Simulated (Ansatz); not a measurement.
Predict the output of the script below (Ansatz 0.2.0 through its Python package).

The script, `torsion.py`:
```python
"""Rigid torsion scan of ClFH4OSi2."""

import ansatz as az
from ase import Atoms


def main() -> None:
    atoms = Atoms(["F", "Si", "Cl", "O", "Si", "H", "H", "H", "H"], positions=[
        (-1.9706, -0.7028, -0.9321),
        (-1.4624, 0.2368, 0.255),
        (-2.476, 2.0297, 0.2937),
        (0.2022, 0.5935, -0.0204),
        (1.5278, -0.2663, -0.267),
        (-1.6422, -0.4351, 1.554),
        (1.7647, -1.1735, 0.9004),
        (1.4766, -1.031, -1.5069),
        (2.6684, 0.7025, -0.2937),
    ])

    # relax first, so that the scan starts from a minimum
    first = (
        az.Crystal.molecule_from_ase(atoms).calculation()
        .basis(gaussian="6-31G*")
        .functional("b3lyp")
        .relax(force_tolerance=0.02, max_steps=80)
    )
    atoms.positions = first.run(threads=1).report["positions_ang"]

    start = atoms.get_dihedral(4, 3, 1, 0)
    energies = {}
    for turn in range(0, 360, 30):
        turned = atoms.copy()
        turned.set_dihedral(4, 3, 1, 0, start + turn, indices=[0, 1, 2, 5])
        base = (
            az.Crystal.molecule_from_ase(turned).calculation()
            .basis(gaussian="6-31G*")
            .functional("b3lyp")
        )
        energies[round((start + turn) % 360)] = base.run(threads=1).report["free_energy_ev"]
    floor = min(energies.values())
    print("dihedral Si4-O3-Si1-F0 (deg)   E - E(min) (eV)")
    for angle, e in sorted(energies.items()):
        print(f"{angle:8d} {(e - floor):14.3f}  " + "#" * int(30 * (e - floor) / max(max(energies.values()) - floor, 1e-9)))


if __name__ == "__main__":
    main()
```

```console
$ python torsion.py
dihedral Si4-O3-Si1-F0 (deg)   E - E(min) (eV)
      18          0.013  #########
      48          0.005  ###
      78          0.000
     108          0.002  #
     138          0.012  ########
     168          0.022  ################
     198          0.030  ######################
     228          0.037  ############################
     258          0.040  ##############################
     288          0.039  #############################
     318          0.034  #########################
     348          0.023  #################
```

Notes:
- The scan is rigid and the energies are electronic, in a modest basis. With rigid groups the curve can differ much from the relaxed path, the start wasn't checked as a minimum of this torsion, and equivalent turns needn't return to the same energy.
- b3lyp holds the VWN-RPA fit, as in Gaussian; the form of ORCA and Turbomole is b3lyp5.
- Run time: 2.2 min on 1 thread of Arm Neoverse V2, with other jobs on the host, peak memory 0.28 GiB.
